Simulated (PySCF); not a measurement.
# Changing the system itself: AlBr⁻

One physical setting of the base script is moved in each run, with the edits that it forces.

Program: PySCF 2.14.0. Level of theory: each script names its method and basis. These are calculated values, not measurements.

1 further run of the same task is left out (it didn't finish).

**1. Starting geometry**

AlBr⁻: 2 atoms, charge -1, spin multiplicity 2.

Bond lengths: Al1–Br2 2.169 Å.

**2. The base run**

Contents of input.py:

```python
from pyscf import gto, scf, mp

mol = gto.M(
    atom='Al 0 0 0; Br 0 0 2.169',
    basis='6-31g',
    charge=-1,
    spin=1,
    verbose=3,
)
mf = scf.UHF(mol)
mf.kernel()
mp.MP2(mf).kernel()
mf.dip_moment()
print('orbital energies (hartree):', [e[max(0, n-3):n+3].round(4) for e, n in zip(mf.mo_energy, mol.nelec)])
```

Command:

```console
OMP_NUM_THREADS=1 python input.py
```

The log of this run is left out.

In short: E(SCF) = -2813.967542 Eh, E(MP2) − E(SCF) = -0.21640 Eh, ⟨S²⟩ = 0.758.

The bond length is a typed value, not an optimised one. The dipole of an ion depends on the origin.

**3. Bond 1.735 Å**

Run 1 changes bond length: 2.169 Å → 1.735 Å.

Contents of input.py:

```python
from pyscf import gto, scf, mp

mol = gto.M(
    atom='Al 0 0 0; Br 0 0 1.735',
    basis='6-31g',
    charge=-1,
    spin=1,
    verbose=3,
)
mf = scf.UHF(mol)
mf.kernel()
mp.MP2(mf).kernel()
mf.dip_moment()
print('orbital energies (hartree):', [e[max(0, n-3):n+3].round(4) for e, n in zip(mf.mo_energy, mol.nelec)])
```

Command:

```console
OMP_NUM_THREADS=1 python input.py
```

**4. Electric field -0.01 a.u.**

Run 2 changes electric field: none → -0.01 a.u.

input.py, as its differences from that of step 2:

```diff
@@ -10,2 +10,7 @@
 mf = scf.UHF(mol)
+field = -0.01  # electric field along z, atomic units
+h = mf.get_hcore() + field*mol.intor('int1e_r')[2]
+mf.get_hcore = lambda *args: h
+e_nuc = mol.energy_nuc() - field*mol.atom_charges() @ mol.atom_coords()[:, 2]
+mf.energy_nuc = lambda *args: e_nuc
 mf.kernel()
```

**5. Quartet**

Run 3 changes spin (2S): 1 → 3.

input.py, as its differences from that of step 2:

```diff
@@ -6,3 +6,3 @@
     charge=-1,
-    spin=1,
+    spin=3,
     verbose=3,
```

**6. Bond 2.104 Å**

Run 4 changes bond length: 2.169 Å → 2.104 Å.

input.py, as its differences from that of step 2:

```diff
@@ -3,3 +3,3 @@
 mol = gto.M(
-    atom='Al 0 0 0; Br 0 0 2.169',
+    atom='Al 0 0 0; Br 0 0 2.104',
     basis='6-31g',
```

**7. Bond 2.017 Å**

Run 5 changes bond length: 2.169 Å → 2.017 Å.

input.py, as its differences from that of step 2:

```diff
@@ -3,3 +3,3 @@
 mol = gto.M(
-    atom='Al 0 0 0; Br 0 0 2.169',
+    atom='Al 0 0 0; Br 0 0 2.017',
     basis='6-31g',
```

**8. PCM, ε = 2.27**

Run 6 changes solvent: none (gas phase) → PCM, ε = 2.27; step after the SCF: mp2 → analyze.

Contents of input.py:

```python
from pyscf import gto, scf, solvent

mol = gto.M(
    atom='Al 0 0 0; Br 0 0 2.169',
    basis='6-31g',
    charge=-1,
    spin=1,
    verbose=3,
)
mf = scf.UHF(mol)
mf = solvent.PCM(mf)
mf.with_solvent.eps = 2.27
mf.kernel()
mf.analyze()
print('orbital energies (hartree):', [e[max(0, n-3):n+3].round(4) for e, n in zip(mf.mo_energy, mol.nelec)])
```

**Question.** What will these runs give? Wanted: for each run, E(SCF); from base; gap, α spin; after the SCF.

As calculated:

```tsv
run	E(SCF) (hartree)	from base (eV)	gap, α spin (eV)	after the SCF
base	-2813.967542	0	5.73	MP2 correlation -5.889 eV
bond 1.735 Å	-2813.748194	+5.9688	5.54	MP2 correlation -5.911 eV
electric field -0.01 a.u.	-2813.980730	not comparable	5.80	MP2 correlation -5.881 eV
quartet	-2813.927917	+1.0782	7.84	MP2 correlation -5.530 eV
bond 2.104 Å	-2813.952924	+0.3978	5.70	MP2 correlation -5.892 eV
bond 2.017 Å	-2813.926500	+1.1168	5.67	MP2 correlation -5.896 eV
PCM, ε = 2.27	-2814.014337	-1.2734	6.05	n/a
```

What this shows: The highest filled level of this anion is positive: the basis lacks diffuse functions or the electron is not bound, so these numbers hang on the basis. Of the runs whose energies can be compared, “bond 1.735 Å” moves the SCF energy most (+5.969 eV). The quartet solution found lies 1.08 eV above the base doublet at this geometry and level. A continuum solvent with ε = 2.27 lowers the energy by 1.273 eV, a large gain because the system is charged.
